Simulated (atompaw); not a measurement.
# Pseudopotential generation for Ga: PAW (atompaw), PBE

Task: generate the file, and judge it by its logarithmic derivatives, its ghosts and its cutoff.

Method: atompaw 4.2.0.5, PBE, scalar-relativistic.

### Step 1. Settings

Typed settings, in words:

| Property | Result |
| --- | --- |
| element | gallium (Ga, Z = 31) |
| type | PAW |
| frozen core | [Ar] |
| valence charge | 13 |
| reference configuration | 3d10 4s2 4p1 |
| partial waves | 4s (bound): rc 2.20 bohr; 4s channel at 1.2 Ry: rc 2.20 bohr; 4p (bound): rc 2.20 bohr; 4p channel at 0.7 Ry: rc 1.95 bohr; 3d (bound): rc 0.95 bohr; 3d channel at 1.4 Ry: rc 0.95 bohr |
| local potential | ultrasoft scheme with l = 3 at 1 Ry, radius 1.85 bohr |
| core correction | smooth core density matched at 2.20 bohr |
| augmentation charge | sinc compensation charge, radius 2.10 bohr; PAW radius 2.20 bohr; waves and projectors: custom rrkj vanderbiltortho |

The outer shells as boxes (Hund's rule for the drawing; the calculation is spin-unpolarised):

```
[Ar] core
3d [↑↓][↑↓][↑↓][↑↓][↑↓]
4s [↑↓]
4p [↑ ][  ][  ]
```

An earlier all-electron run gives the scale for the radii.

All-electron outer shells of the reference configuration (PBE, scalar-relativistic, ld1.x):

```tsv
shell	level (eV)	outermost node (bohr)	outermost maximum (bohr)
3s	-148.13	0.27	0.56
3p	-98.86	0.24	0.56
3d	-19.15	–	0.53
4s	-8.95	0.81	1.90
4p	-2.58	0.87	2.53
```

### Step 2. Generating the potential

Input file Ga.input:

```
Ga 31
GGA-PBE scalarrelativistic loggrid 1500 logderivrange -3 5 201
4 4 3 0 0 0
4 1 1
0 0 0
c
c
c
v
c
c
v
v
2
2.20 2.10 1.85 2.20
y
1.2
n
y
0.7
n
y
1.4
n
custom rrkj vanderbiltortho sinc
3 1 ultrasoft
2.20
2.20
2.20
1.95
0.95
0.95
PWSCFOUT
UPFDX 0.0125d0 UPFXMIN -7.d0 UPFZMESH 31.d0
END
```

The run is started by

```sh
atompaw < Ga.input > Ga.log
```

Before running it: what results should come out? Wanted: cutoffs for 10 and 1 mRy, occupied levels; bound ghosts; largest phase difference near zero energy, channels read; lowest eigenvalue of the overlap; share of valence orbitals outside the PAW sphere; UPF file.

**Answer**, as computed:

| quantity | value |
| --- | --- |
| cutoffs for 10 and 1 mRy, occupied levels | 180 Ry and 300 Ry |
| bound ghosts | none found |
| largest phase difference near zero energy, channels read | 0.000 rad |
| lowest eigenvalue of the overlap (Bessel basis) | 0.384 (s) |
| share of valence orbitals outside the PAW sphere | 4s 49 %, 4p 78 %, 3d 1 % |
| UPF file | written |

In words: By its cutoff, 180 Ry for the looser tolerance, it is very hard. The slowest occupied level is 3d: taken alone it needs 180 Ry to come within 1 mRy, against 8 Ry for 4p. No bound ghost shows below the valence levels. Near zero energy the phases of the channels with partial waves agree within 0.001 rad. These are tests on the free atom; a crystal test is still owed.
